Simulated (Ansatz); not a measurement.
# CH₃ClF₂SSi: basis-set convergence

An exercise on one series of results from a longer session: the logs are not shown, and one member is left open.

Program: Ansatz 0.2.0, Gaussian basis. Level of theory: one geometry, several basis sets. These are calculated values, not measurements.

Plan: PBE0-D4/def2-SVP; ωB97M-V/def2-SVP; PBE0-D4/def2-QZVPP; ωB97M-V/def2-QZVPP; the functionals' def2-TZVPP values are taken from earlier runs.

### The geometry

The geometry comes from an earlier relaxation with PBE0-D4 in a triple-zeta def2 set; it is a stationary point, not always the lowest conformer.

SMILES `CS[Si](F)(F)Cl`, 9 atoms, charge 0, spin multiplicity 1.

Atoms are counted from 1 here; the program's logs count them from 0.

Bond lengths: C1–S2 1.823 Å, C1–H7 1.089 Å, C1–H8 1.089 Å, C1–H9 1.089 Å, S2–Si3 2.084 Å, Si3–F4 1.582 Å, Si3–F5 1.582 Å, Si3–Cl6 2.017 Å. Angles: S2–C1–H7 111.0°, S2–C1–H8 105.9°, S2–C1–H9 111.0°, H7–C1–H8 109.2°, H7–C1–H9 110.6°, H8–C1–H9 109.2°, C1–S2–Si3 98.5°, S2–Si3–F4 112.0°, S2–Si3–F5 112.0°, S2–Si3–Cl6 109.5°, F4–Si3–F5 104.5°, F4–Si3–Cl6 109.3°, F5–Si3–Cl6 109.3°.

The first run:

Input file in.yaml:

```yaml
crystal:
  periodic: [false, false, false]
  atoms:
    - {symbol: C, position_ang: [-0.041459, -1.563913, 0.047970]}
    - {symbol: S, position_ang: [-0.561642, -0.296074, -1.154864]}
    - {symbol: Si, position_ang: [0.032225, 1.396895, -0.095244]}
    - {symbol: F, position_ang: [-0.672659, 1.490659, 1.317462]}
    - {symbol: F, position_ang: [1.579138, 1.378299, 0.233627]}
    - {symbol: Cl, position_ang: [-0.402220, 3.048043, -1.168366]}
    - {symbol: H, position_ang: [-0.577556, -1.451502, 0.988654]}
    - {symbol: H, position_ang: [-0.301104, -2.522390, -0.399023]}
    - {symbol: H, position_ang: [1.033877, -1.526316, 0.212783]}
basis:
  gaussian: {orbitals: def2-SVP}
hamiltonian: {xc: pbe0, dispersion: d4}
output: {orbitals: {seedname: orbitals}}
```

Command:

```console
ansatz run in.yaml --threads 4 --pin off --events-out ev --progress --plain --max-ram 10444MiB
```

Among the steps run: PBE0-D4 in def2-SVP; ωB97M-V in def2-SVP; PBE0-D4 in def2-QZVPP; ωB97M-V in def2-QZVPP.

One of the session's tables, all rows but one given; the rest of the session is left out.

It belongs to the step «Density functionals: the series». 

| functional | basis | HOMO (eV) | LUMO (eV) |
| --- | --- | --- | --- |
| PBE0-D4 | def2-SVP | -7.72 | 0.24 |
| PBE0-D4 | def2-TZVPP | -7.77 | -0.19 |
| PBE0-D4 | def2-QZVPP | -7.79 | -0.37 |
| ωB97M-V | def2-SVP | ? | ? |
| ωB97M-V | def2-TZVPP | -9.97 | 1.72 |
| ωB97M-V | def2-QZVPP | -10.00 | 1.25 |

Q: Estimate the row for ωB97M-V, def2-SVP from the others.

The run gave: HOMO (eV): -9.89; LUMO (eV): 2.29. In the column «HOMO (eV)» it lies between ωB97M-V, def2-TZVPP (-9.97) and PBE0-D4, def2-QZVPP (-7.79).
